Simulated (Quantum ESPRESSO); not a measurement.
# GaGe (F-43m) in Quantum ESPRESSO: a series of runs

The runs below take GaGe through phonons, with LDA.

Everything below comes from runs of Quantum ESPRESSO 7.5. Logs are shortened: lines on timing, memory, paths and dates and some standing lists are left out, and cuts for length are marked.

**1. Starting point**

The structure is cubic, space group F-43m (No. 216). Conventional cell: a = 5.796 Å, b = 5.796 Å, c = 5.796 Å, α = 90.00°, β = 90.00°, γ = 90.00°. Around Ge (site symmetry -43m) lie 4 Ga at 2.51 Å. Around Ga (site symmetry -43m) lie 4 Ge at 2.51 Å.

The cell comes from a database or a generator and needn't be the stable form of this composition.

**2. Phonons, LDA**

Contents of pw.in:

```
&CONTROL
  calculation = 'scf'
  prefix = 'pwscf'
  outdir = './tmp'
  pseudo_dir = './pseudo'
  tprnfor = .true.
  tstress = .true.
  disk_io = 'low'
/
&SYSTEM
  ibrav = 0
  nat = 2
  ntyp = 2
  ecutwfc = 56
  ecutrho = 448
  nbnd = 24
  occupations = 'smearing'
  smearing = 'mv'
  degauss = 0.01469973
/
&ELECTRONS
  conv_thr = 4d-10
  electron_maxstep = 120
  mixing_beta = 0.5
/
ATOMIC_SPECIES
Ge    72.6300 ge_lda_v1.4.uspp.F.UPF
Ga    69.7230 ga_lda_v1.4.uspp.F.UPF
CELL_PARAMETERS angstrom
   0.0000000000    2.8978440000    2.8978440000
   2.8978440000    0.0000000000    2.8978440000
   2.8978440000    2.8978440000    0.0000000000
ATOMIC_POSITIONS crystal
Ge     0.0000000000    0.0000000000    0.0000000000
Ga     0.2500000000    0.2500000000    0.2500000000
K_POINTS automatic
7 7 7 0 0 0
```

Contents of relax.in:

```
&CONTROL
  calculation = 'vc-relax'
  prefix = 'pwscf'
  outdir = './tmp'
  pseudo_dir = './pseudo'
  tprnfor = .true.
  tstress = .true.
  disk_io = 'low'
  nstep = 40
  forc_conv_thr = 0.0001
  etot_conv_thr = 1d-06
/
&SYSTEM
  ibrav = 0
  nat = 2
  ntyp = 2
  ecutwfc = 56
  ecutrho = 448
  nbnd = 24
  occupations = 'smearing'
  smearing = 'mv'
  degauss = 0.01469973
/
&ELECTRONS
  conv_thr = 4d-10
  electron_maxstep = 120
  mixing_beta = 0.5
/
&IONS
  ion_dynamics = 'bfgs'
/
&CELL
  cell_dynamics = 'bfgs'
  press = 0
  press_conv_thr = 0.2
/
ATOMIC_SPECIES
Ge    72.6300 ge_lda_v1.4.uspp.F.UPF
Ga    69.7230 ga_lda_v1.4.uspp.F.UPF
CELL_PARAMETERS angstrom
   0.0000000000    2.8978440000    2.8978440000
   2.8978440000    0.0000000000    2.8978440000
   2.8978440000    2.8978440000    0.0000000000
ATOMIC_POSITIONS crystal
Ge     0.0000000000    0.0000000000    0.0000000000
Ga     0.2500000000    0.2500000000    0.2500000000
K_POINTS automatic
7 7 7 0 0 0
```

Contents of scf2.in:

```
&CONTROL
  calculation = 'scf'
  prefix = 'pwscf'
  outdir = './tmp'
  pseudo_dir = './pseudo'
  tprnfor = .true.
  tstress = .true.
  disk_io = 'low'
/
&SYSTEM
  ibrav = 0
  nat = 2
  ntyp = 2
  ecutwfc = 56
  ecutrho = 448
  nbnd = 24
  occupations = 'smearing'
  smearing = 'mv'
  degauss = 0.01469973
/
&ELECTRONS
  conv_thr = 1d-13
  electron_maxstep = 120
  mixing_beta = 0.5
  startingpot = 'file'
  startingwfc = 'file'
/
ATOMIC_SPECIES
Ge    72.6300 ge_lda_v1.4.uspp.F.UPF
Ga    69.7230 ga_lda_v1.4.uspp.F.UPF
CELL_PARAMETERS angstrom
   0.0000000000    2.8204128813    2.8204128813
   2.8204128813    0.0000000000    2.8204128813
   2.8204128813    2.8204128813    0.0000000000
ATOMIC_POSITIONS crystal
Ge     0.0000000000    0.0000000000    0.0000000000
Ga     0.2500000000    0.2500000000    0.2500000000
K_POINTS automatic
7 7 7 0 0 0
```

Contents of ph.in:

```
phonons of GaGe
&INPUTPH
  prefix = 'pwscf'
  outdir = './tmp'
  tr2_ph = 1d-18
  fildyn = 'dyn'
  niter_ph = 90
  alpha_mix(1) = 0.4
/
0.0000000000 0.0000000000 0.0000000000
```

Contents of dynmat.in:

```
&INPUT
  fildyn = 'dyn'
  asr = 'crystal'
  filout = 'dynmat.disp'
  fileig = 'dynmat.eig'
/
```

Potentials or basis: GBRV 1.5 LDA.

The run is started by

```sh
OMP_NUM_THREADS=1 pw.x -in pw.in > pw.out
OMP_NUM_THREADS=1 pw.x -in relax.in > relax.out
OMP_NUM_THREADS=1 pw.x -in scf2.in > scf2.out
OMP_NUM_THREADS=1 ph.x -in ph.in > ph.out
OMP_NUM_THREADS=1 dynmat.x -in dynmat.in > dynmat.out
```

pw.out:

```text
This program is part of the open-source Quantum ESPRESSO suite
     for quantum simulation of materials; please cite
[... 9 lines left out ...]
     --------------------
     sticks:   dense  smooth     PW     G-vecs:    dense   smooth      PW
     Sum        1843     925    283                52393    18643    3071

     Using Slab Decomposition

     bravais-lattice index     =            0
     lattice parameter (alat)  =       7.7444  a.u.
     unit-cell volume          =     328.4366 (a.u.)^3
     number of atoms/cell      =            2
     number of atomic types    =            2
     number of electrons       =        33.00
     number of Kohn-Sham states=           24
     kinetic-energy cutoff     =      56.0000  Ry
     charge density cutoff     =     448.0000  Ry
     scf convergence threshold =      4.0E-10
     mixing beta               =       0.5000
     number of iterations used =            8  plain     mixing
     Exchange-correlation=  SLA  PZ   NOGX NOGC
                           (   1   1   0   0   0   0   0)

     celldm(1)=   7.744419  celldm(2)=   0.000000  celldm(3)=   0.000000
     celldm(4)=   0.000000  celldm(5)=   0.000000  celldm(6)=   0.000000

     crystal axes: (cart. coord. in units of alat)
               a(1) = (   0.000000   0.707107   0.707107 )
               a(2) = (   0.707107   0.000000   0.707107 )
               a(3) = (   0.707107   0.707107   0.000000 )

     reciprocal axes: (cart. coord. in units 2 pi/alat)
               b(1) = ( -0.707107  0.707107  0.707107 )
               b(2) = (  0.707107 -0.707107  0.707107 )
               b(3) = (  0.707107  0.707107 -0.707107 )

     PseudoPot. # 1 for Ge read from file:
     ge_lda_v1.4.uspp.F.UPF
     Pseudo is Ultrasoft + core correction, Zval = 14.0
     Generated by new atomic code, or converted to UPF format
     Using radial grid of  873 points,  6 beta functions with:
                l(1) =   0
                l(2) =   0
                l(3) =   1
                l(4) =   1
                l(5) =   2
                l(6) =   2
     Q(r) pseudized with  8 coefficients,  rinner =    1.400   1.400   1.400
                                                       1.400   1.400

     PseudoPot. # 2 for Ga read from file:
     ga_lda_v1.4.uspp.F.UPF
     Pseudo is Ultrasoft + core correction, Zval = 19.0
     Generated by new atomic code, or converted to UPF format
     Using radial grid of  871 points,  6 beta functions with:
                l(1) =   0
                l(2) =   0
                l(3) =   1
                l(4) =   1
                l(5) =   2
                l(6) =   2
     Q(r) pseudized with  8 coefficients,  rinner =    1.250   1.250   1.250
                                                       1.250   1.250

     atomic species   valence    mass     pseudopotential
     Ge               14.00    72.63000     Ge( 1.00)
     Ga               19.00    69.72300     Ga( 1.00)

     24 Sym. Ops. (no inversion) found

   Cartesian axes

     site n.     atom                  positions (alat units)
         1        Ge     tau(   1) = (   0.0000000   0.0000000   0.0000000  )
         2        Ga     tau(   2) = (   0.3535534   0.3535534   0.3535534  )

     number of k points=    20  Marzari-Vanderbilt smearing, width (Ry)=  0.0147
                       cart. coord. in units 2pi/alat
        k(    1) = (   0.0000000   0.0000000   0.0000000), wk =   0.0058309
        k(    2) = (   0.1010153   0.1010153  -0.1010153), wk =   0.0466472
        k(    3) = (   0.2020305   0.2020305  -0.2020305), wk =   0.0466472
        k(    4) = (   0.3030458   0.3030458  -0.3030458), wk =   0.0466472
        k(    5) = (   0.2020305  -0.0000000   0.0000000), wk =   0.0349854
        k(    6) = (   0.3030458   0.1010153  -0.1010153), wk =   0.1399417
[... 12 lines left out ...]
        k(   19) = (  -0.1010153  -0.5050763   0.7071068), wk =   0.1399417
        k(   20) = (  -0.0000000  -0.4040610   0.6060915), wk =   0.1399417

     Dense  grid:    52393 G-vectors     FFT dimensions: (  54,  54,  54)

     Smooth grid:    18643 G-vectors     FFT dimensions: (  40,  40,  40)

     Check: negative core charge=   -0.000001

     Initial potential from superposition of free atoms

     starting charge      31.9993, renormalised to      33.0000
     Starting wfcs are   21 randomized atomic wfcs +    3 random wfcs

     Self-consistent Calculation

     iteration #  1     ecut=    56.00 Ry     beta= 0.50
     Davidson diagonalization with overlap
     ethr =  1.00E-02,  avg # of iterations =  5.5

     total energy              =    -626.92320779 Ry
     estimated scf accuracy    <       2.68306889 Ry

     iteration #  2     ecut=    56.00 Ry     beta= 0.50
     Davidson diagonalization with overlap
     ethr =  8.13E-03,  avg # of iterations =  2.0
[... 50 lines left out ...]
     total energy              =    -628.02977650 Ry
     estimated scf accuracy    <          5.6E-10 Ry

     iteration # 10     ecut=    56.00 Ry     beta= 0.50
     Davidson diagonalization with overlap
     ethr =  1.70E-12,  avg # of iterations =  3.6

     End of self-consistent calculation

          k = 0.0000 0.0000 0.0000 (  2277 PWs)   bands (ev):

   -86.9880 -86.9880 -86.9880 -17.4958 -17.4958 -17.4958 -17.4764 -17.4764
    -7.8302  -7.8302  -7.8302  -7.7701  -7.7701  -4.0501   8.2089   8.2089
     8.2089   8.3838  10.8678  10.8678  10.8678  14.0815  17.3153  17.3153

          k = 0.1010 0.1010-0.1010 (  2316 PWs)   bands (ev):

   -86.9880 -86.9880 -86.9880 -17.4958 -17.4954 -17.4954 -17.4763 -17.4763
    -7.8354  -7.8268  -7.8268  -7.7704  -7.7704  -3.8127   5.7325   7.8351
     7.8351   9.2776  11.3687  11.3687  11.8474  15.2649  16.2188  16.2188
[... 79 lines left out ...]
          k =-0.0000-0.6061 0.6061 (  2316 PWs)   bands (ev):

   -86.9880 -86.9880 -86.9880 -17.4985 -17.4911 -17.4908 -17.4778 -17.4734
    -7.8764  -7.7980  -7.7951  -7.7854  -7.7645  -1.0319   0.7236   4.5701
     5.4211   8.9899  10.1809  16.2923  16.5225  17.4005  18.8385  20.3831

          k = 0.4041 0.2020 0.0000 (  2336 PWs)   bands (ev):

   -86.9880 -86.9880 -86.9880 -17.4967 -17.4933 -17.4927 -17.4768 -17.4747
    -7.8590  -7.8120  -7.8093  -7.7771  -7.7671  -2.5510   2.7064   5.0875
     6.3566  10.6071  11.1311  12.4147  14.2543  16.2488  18.1326  18.9306

          k =-0.2020-0.4041 0.6061 (  2316 PWs)   bands (ev):

   -86.9880 -86.9880 -86.9880 -17.4958 -17.4938 -17.4919 -17.4765 -17.4747
    -7.8634  -7.8105  -7.8044  -7.7757  -7.7685  -1.7307   1.4385   4.4747
     5.8568  10.7968  11.5306  13.2111  14.7316  16.2286  18.1355  19.1566
[... 7 lines left out ...]
          k =-0.0000-0.4041 0.6061 (  2317 PWs)   bands (ev):

   -86.9880 -86.9880 -86.9880 -17.4960 -17.4937 -17.4908 -17.4768 -17.4743
    -7.8681  -7.8069  -7.7986  -7.7782  -7.7688  -1.1118   0.9328   4.0588
     5.1244  10.7015  12.8002  13.3172  13.6691  17.1760  18.4898  20.6950

     the Fermi energy is     6.4985 ev

!    total energy              =    -628.02977650 Ry
     estimated scf accuracy    <          4.0E-12 Ry
     smearing contrib. (-TS)   =      -0.00086653 Ry
     internal energy E=F+TS    =    -628.02890997 Ry

     The total energy is F=E-TS. E is the sum of the following terms:
     one-electron contribution =    -536.24695061 Ry
     hartree contribution      =     285.22168105 Ry
     xc contribution           =    -104.87740451 Ry
     ewald contribution        =    -272.12623591 Ry

     convergence has been achieved in  10 iterations

     Forces acting on atoms (cartesian axes, Ry/au):

     atom    1 type  1   force =     0.00000000    0.00000000   -0.00000000
     atom    2 type  2   force =     0.00000000    0.00000000   -0.00000000

     Total force =     0.000000     Total SCF correction =     0.000000

     Computing stress (Cartesian axis) and pressure

          total   stress  (Ry/bohr**3)                   (kbar)     P=      -40.83
  -0.00027755   0.00000000   0.00000000          -40.83        0.00        0.00
   0.00000000  -0.00027755   0.00000000            0.00      -40.83        0.00
   0.00000000   0.00000000  -0.00027755            0.00        0.00      -40.83

=------------------------------------------------------------------------------=
   JOB DONE.
=------------------------------------------------------------------------------=
```

scf2.out:

```text
This program is part of the open-source Quantum ESPRESSO suite
     for quantum simulation of materials; please cite
[... 9 lines left out ...]
     --------------------
     sticks:   dense  smooth     PW     G-vecs:    dense   smooth      PW
     Sum        1759     871    253                48455    17153    2741
[... 263 lines left out ...]
   0.00000278   0.00000000   0.00000000            0.41        0.00        0.00
   0.00000000   0.00000278   0.00000000            0.00        0.41        0.00
   0.00000000   0.00000000   0.00000278            0.00        0.00        0.41

=------------------------------------------------------------------------------=
   JOB DONE.
=------------------------------------------------------------------------------=
```

It took 9.2 min on 1 thread of AMD EPYC 7R43 (Zen 3), shared host; peak memory 0.24 GiB.

Results:

```yaml
Free_energy: -8544.8312 eV
Relaxed_volume: 22.44 Å³/atom
Relaxed_cell: a = 3.989 Å, b = 3.989 Å, c = 3.989 Å, α = 60.00°, β = 60.00°, γ = 60.00°
Space_group_after_relaxing_to_0.05_Å: F-43m (No. 216)
Pressure_after_relaxing: 0.0 GPa
Band_gap_on_the_k_mesh: none (metal or under the smearing width)
Highest_phonon_frequency_at_Γ: 176 cm⁻¹
```

Step by step:
| step | energy change (eV) | largest force (eV/Å) | pressure (GPa) | volume (Å³) |
| --- | --- | --- | --- | --- |
| 1 | 0.0000 | 0.0000 | -4.08 | 48.67 |
| 2 | -0.0228 | 0.0000 | -3.19 | 47.66 |
| 3 | -0.0453 | 0.0000 | -1.63 | 46.18 |
| 4 | -0.0519 | 0.0000 | 0.22 | 44.71 |
| 5 | -0.0520 | 0.0000 | -0.01 | 44.88 |
| 6 | -0.0520 | 0.0000 | 0.00 | 44.87 |

Final structure:
```
CELL_PARAMETERS angstrom
0.00000 2.82041 2.82041
2.82041 0.00000 2.82041
2.82041 2.82041 0.00000
ATOMIC_POSITIONS crystal
Ge 0.00000 0.00000 0.00000
Ga 0.25000 0.25000 0.25000
```

Levels at points of the mesh, in eV from the Fermi level:
```csv
k point,band 15,band 16,band 17,band 18,band 19,band 20
"(0.00, 0.00, 0.00)",1.88,1.88,1.88,2.70,4.55,4.55
```

Phonon frequencies in cm⁻¹ (negative: imaginary):
```
              q point           frequencies
(0.000, 0.000, 0.000)  -7 -7 -7 176 176 176
```

Optical modes at Γ, degenerate ones joined:
| cm⁻¹ | components | symmetry | active in |
| --- | --- | --- | --- |
| 176 | 3 | T2 | IR and Raman |

Caveat: the mesh is thin for the phonons of a metal.

**3. Phonons, LDA, target pressure 5 GPa, at which the enthalpy is minimised**

pw.in is that of step 2.

relax.in: that of step 2 with these lines changed.

```diff
@@ -33,3 +33,3 @@
   cell_dynamics = 'bfgs'
-  press = 0
+  press = 50
   press_conv_thr = 0.2
```

scf2.in: that of step 2 with these lines changed.

```diff
@@ -31,5 +31,5 @@
 CELL_PARAMETERS angstrom
-   0.0000000000    2.8204128813    2.8204128813
-   2.8204128813    0.0000000000    2.8204128813
-   2.8204128813    2.8204128813    0.0000000000
+   0.0000000000    2.7553082413    2.7553082413
+   2.7553082413    0.0000000000    2.7553082413
+   2.7553082413    2.7553082413    0.0000000000
 ATOMIC_POSITIONS crystal
```

ph.in is that of step 2.

dynmat.in is that of step 2.

Potentials or basis: GBRV 1.5 LDA.

The run is started by

```sh
OMP_NUM_THREADS=1 pw.x -in pw.in > pw.out
OMP_NUM_THREADS=1 pw.x -in relax.in > relax.out
OMP_NUM_THREADS=1 pw.x -in scf2.in > scf2.out
OMP_NUM_THREADS=1 ph.x -in ph.in > ph.out
OMP_NUM_THREADS=1 dynmat.x -in dynmat.in > dynmat.out
```

pw.out:

```text
This program is part of the open-source Quantum ESPRESSO suite
     for quantum simulation of materials; please cite
[... 9 lines left out ...]
     --------------------
     sticks:   dense  smooth     PW     G-vecs:    dense   smooth      PW
     Sum        1843     925    283                52393    18643    3071

     Using Slab Decomposition

     bravais-lattice index     =            0
     lattice parameter (alat)  =       7.7444  a.u.
     unit-cell volume          =     328.4366 (a.u.)^3
     number of atoms/cell      =            2
     number of atomic types    =            2
     number of electrons       =        33.00
     number of Kohn-Sham states=           24
     kinetic-energy cutoff     =      56.0000  Ry
     charge density cutoff     =     448.0000  Ry
     scf convergence threshold =      4.0E-10
     mixing beta               =       0.5000
     number of iterations used =            8  plain     mixing
     Exchange-correlation=  SLA  PZ   NOGX NOGC
                           (   1   1   0   0   0   0   0)

     celldm(1)=   7.744419  celldm(2)=   0.000000  celldm(3)=   0.000000
     celldm(4)=   0.000000  celldm(5)=   0.000000  celldm(6)=   0.000000

     crystal axes: (cart. coord. in units of alat)
               a(1) = (   0.000000   0.707107   0.707107 )
               a(2) = (   0.707107   0.000000   0.707107 )
               a(3) = (   0.707107   0.707107   0.000000 )
[... 85 lines left out ...]

     total energy              =    -626.92320779 Ry
     estimated scf accuracy    <       2.68306889 Ry
[... 57 lines left out ...]
     iteration # 10     ecut=    56.00 Ry     beta= 0.50
     Davidson diagonalization with overlap
     ethr =  1.70E-12,  avg # of iterations =  3.6

     End of self-consistent calculation

          k = 0.0000 0.0000 0.0000 (  2277 PWs)   bands (ev):

   -86.9880 -86.9880 -86.9880 -17.4958 -17.4958 -17.4958 -17.4764 -17.4764
    -7.8302  -7.8302  -7.8302  -7.7701  -7.7701  -4.0501   8.2089   8.2089
     8.2089   8.3838  10.8678  10.8678  10.8678  14.0815  17.3153  17.3153

          k = 0.1010 0.1010-0.1010 (  2316 PWs)   bands (ev):
[... 85 lines left out ...]
   -86.9880 -86.9880 -86.9880 -17.4985 -17.4911 -17.4908 -17.4778 -17.4734
    -7.8764  -7.7980  -7.7951  -7.7854  -7.7645  -1.0319   0.7236   4.5701
     5.4211   8.9899  10.1809  16.2923  16.5225  17.4005  18.8385  20.3831

          k = 0.4041 0.2020 0.0000 (  2336 PWs)   bands (ev):

   -86.9880 -86.9880 -86.9880 -17.4967 -17.4933 -17.4927 -17.4768 -17.4747
    -7.8590  -7.8120  -7.8093  -7.7771  -7.7671  -2.5510   2.7064   5.0875
     6.3566  10.6071  11.1311  12.4147  14.2543  16.2488  18.1326  18.9306

          k =-0.2020-0.4041 0.6061 (  2316 PWs)   bands (ev):
[... 13 lines left out ...]
   -86.9880 -86.9880 -86.9880 -17.4960 -17.4937 -17.4908 -17.4768 -17.4743
    -7.8681  -7.8069  -7.7986  -7.7782  -7.7688  -1.1118   0.9328   4.0588
     5.1244  10.7015  12.8002  13.3172  13.6691  17.1760  18.4898  20.6950

     the Fermi energy is     6.4985 ev

!    total energy              =    -628.02977650 Ry
     estimated scf accuracy    <          4.0E-12 Ry
     smearing contrib. (-TS)   =      -0.00086653 Ry
     internal energy E=F+TS    =    -628.02890997 Ry

     The total energy is F=E-TS. E is the sum of the following terms:
     one-electron contribution =    -536.24695061 Ry
     hartree contribution      =     285.22168105 Ry
     xc contribution           =    -104.87740451 Ry
     ewald contribution        =    -272.12623591 Ry

     convergence has been achieved in  10 iterations

     Forces acting on atoms (cartesian axes, Ry/au):

     atom    1 type  1   force =     0.00000000    0.00000000    0.00000000
     atom    2 type  2   force =     0.00000000    0.00000000    0.00000000

     Total force =     0.000000     Total SCF correction =     0.000000

     Computing stress (Cartesian axis) and pressure

          total   stress  (Ry/bohr**3)                   (kbar)     P=      -40.83
  -0.00027755  -0.00000000  -0.00000000          -40.83       -0.00       -0.00
  -0.00000000  -0.00027755  -0.00000000           -0.00      -40.83       -0.00
  -0.00000000  -0.00000000  -0.00027755           -0.00       -0.00      -40.83

=------------------------------------------------------------------------------=
   JOB DONE.
=------------------------------------------------------------------------------=
```

Run time: 8.6 min. Hardware: 1 thread of AMD EPYC 7R43 (Zen 3), shared host; peak memory 0.25 GiB.

Results:

```yaml
Free_energy: -8544.7843 eV
Relaxed_volume: 20.92 Å³/atom
Relaxed_cell: a = 3.897 Å, b = 3.897 Å, c = 3.897 Å, α = 60.00°, β = 60.00°, γ = 60.00°
Space_group_after_relaxing_to_0.05_Å: F-43m (No. 216)
Pressure_after_relaxing: 5.1 GPa
Band_gap_on_the_k_mesh: none (metal or under the smearing width)
Highest_phonon_frequency_at_Γ: 208 cm⁻¹
```

Step by step:
```csv
step,energy change (eV),largest force (eV/Å),pressure (GPa),volume (Å³)
1,0.0000,0.0000,-4.08,48.67
2,-0.0423,0.0000,-1.95,46.45
3,-0.0399,0.0000,2.44,43.25
4,0.0010,0.0000,5.49,41.58
5,-0.0075,0.0000,4.98,41.84
6,-0.0072,0.0000,5.00,41.84
```

Final structure:
```
CELL_PARAMETERS angstrom
0.00000 2.75531 2.75531
2.75531 0.00000 2.75531
2.75531 2.75531 0.00000
ATOMIC_POSITIONS crystal
Ge 0.00000 0.00000 0.00000
Ga 0.25000 0.25000 0.25000
```

Phonon frequencies in cm⁻¹ (negative: imaginary):
```csv
q point,frequencies
"(0.000, 0.000, 0.000)",-8 -8 -8 208 208 208
```

Optical modes at Γ, degenerate ones joined:
| cm⁻¹ | components | symmetry | active in |
| --- | --- | --- | --- |
| 208 | 3 | T2 | IR and Raman |

Caveat: the mesh is thin for the phonons of a metal; the cell is more than 3 GPa from zero pressure, which shifts response properties.

(Continued in part 2 of 4.)
